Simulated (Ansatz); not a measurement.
# BN: the cost of one run

Program: Ansatz 0.2.0. Level of theory: DFT r2SCAN, scalar-relativistic, plane waves, PAW. These are calculated values, not measurements.

**1. The system as given**

Symmetry: P6_3/mmc, No. 194, hexagonal system. The conventional cell has a = 2.504 Å, b = 2.504 Å, c = 6.661 Å, α = 90.00°, β = 90.00°, γ = 120.00°. B (site symmetry -6m2) has 3 N at 1.45 Å as nearest neighbours. Around N (site symmetry -6m2) lie 3 B at 1.45 Å.

As a file:

```
B N
1.0
     2.50399    0.00000    0.00000
    -1.25200    2.16852    0.00000
     0.00000    0.00000    6.66120
B N
2 2
Direct
  0.33333 0.66667 0.25000
  0.66667 0.33333 0.75000
  0.33333 0.66667 0.75000
  0.66667 0.33333 0.25000
```

No relaxation comes first: the listed cell is the starting point.

**2. The reference cell**

The reference gives a free energy of -1088.2459 eV, pressure -0.61 GPa, largest force 0.000 eV/Å and gap on the mesh 4.84 eV. It was computed beforehand with the settings of the runs below.

**3. Normal modes**

input.yaml reads:

```yaml
crystal:
  lattice:
    - [2.5039917043, 0.0, 0.0]
    - [-1.2519958522, 2.1685204268, 0.0]
    - [0.0, 0.0, 6.6612]
  atoms:
    - { symbol: B, position: [0.3333333333, 0.6666666667, 0.25] }
    - { symbol: B, position: [0.6666666667, 0.3333333333, 0.75] }
    - { symbol: "N", position: [0.3333333333, 0.6666666667, 0.75] }
    - { symbol: "N", position: [0.6666666667, 0.3333333333, 0.25] }
basis:
  ecutwfc: 500
kpoints:
  mp_grid: { grid: [12, 12, 4] }
hamiltonian:
  xc: r2scan
scf:
  occupations: { method: gaussian, width: 0.05 }
output:
  eigenvalues: true
phonons:
  method: fd
  supercell: [1, 1, 1]
  amplitude: 0.02
  eigenvectors: true
  dielectric: false
```

Started as:

```bash
$ ansatz run input.yaml --threads 2 --pin off --max-ram 5120MiB --backend cpu --events-out ev --progress --plain --runs-dir out
```

**Question.** How long does this run take on 2 threads of Oxide Virtual Turin-like (Zen 5), shared host, and how much memory does it need?

About 22 s, with a peak of 0.66 GiB.
